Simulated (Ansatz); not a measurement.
# GaN2H (singlet): wave-function methods side by side, cc-pVDZ

An exercise on one series of results from a longer session: the logs are not shown, and one member is left open.

The runs use Ansatz 0.2.0, Gaussian basis; cc-pVDZ, core rule «outside noble gas», up to 16 orbitals frozen.

The runs, in order: UHF; CCSD(T) on RHF; CCSD(T) on UHF; BCCD(T) on RHF; CISD; CCSDT(Q) on RHF; CCSDT(Q) on UHF.

35 further runs of the same task are left out: 9 for a known fault of the program, 9 that didn't finish, 17 set aside as unsound or not needed.

### The geometry

The geometry is a PBE0/def2-TZVP stationary point (not a proven minimum) of the parent state, kept for this charge and spin. No spin-orbit coupling is included. The filled d shell of Ga may be among the frozen orbitals whatever the setting's name suggests; the logs give the count.

4 atoms, charge 0, spin multiplicity 1.

Atoms are counted from 1 here; the program's logs count them from 0.

Bond lengths: Ga1–N2 1.969 Å, Ga1–H4 1.576 Å, N2–N3 1.119 Å. Angles: N2–Ga1–H4 107.9°, Ga1–N2–N3 172.2°.

Set-up of the first run:

File in.yaml:

```yaml
crystal:
  periodic: [false, false, false]
  atoms:
    - {symbol: Ga, position_ang: [0.000000, -0.040877, 0.709707]}
    - {symbol: N, position_ang: [0.000000, 0.089387, -1.254874]}
    - {symbol: N, position_ang: [0.000000, 0.011680, -2.370926]}
    - {symbol: H, position_ang: [0.000000, 1.423157, 1.292326]}
basis:
  gaussian: {orbitals: cc-pVDZ}
magnetization: {spin_polarized: true, initial_magnetization: 0}
hamiltonian: {xc: hf}
output: {orbitals: {seedname: orbitals}}
```

Launch:

```console
> ansatz run in.yaml --threads 1 --pin off --events-out ev --progress --plain --max-ram 2393MiB
```

Among the steps run: UHF; CCSD(T) on RHF; CCSD(T) on UHF; BCCD(T) on RHF; CISD; CCSDT(Q) on RHF; CCSDT(Q) on UHF.

One table of the session follows, with a row left open; its other results are not shown here.

| method | from RCCSDT(Q) (meV) |
| --- | --- |
| RHF | +11208.7 |
| UHF | +11089.7 |
| RMP2 | +957.9 |
| UMP2 | ? |
| RCCSD | +514.5 |
| UCCSD | +534.0 |
| RCCSD(T) | +75.5 |
| UCCSD(T) | +91.8 |
| BCCD(T) | +73.5 |
| RCCSDT | +62.5 |
| UCCSDT | +69.5 |
| RCCSDT(Q) | 0 |
| UCCSDT(Q) | +4.0 |

Q: Estimate the row for UMP2 from the others.

The run gave: from RCCSDT(Q) (meV): +1111.8. In the column «from RCCSDT(Q) (meV)» it lies between RMP2 (+957.9) and UHF (+11089.7).

Not comparable, so not listed: CISD (they don't share determinant, frozen orbitals or solution with the rows shown, or repeat one).

To keep in mind: Warnings: restricted reference is unstable; spin contamination. Restricted and unrestricted rows rest on different reference determinants; where their highest levels disagree by more than a few hundredths of an eV, they describe different states and don't form one ladder.
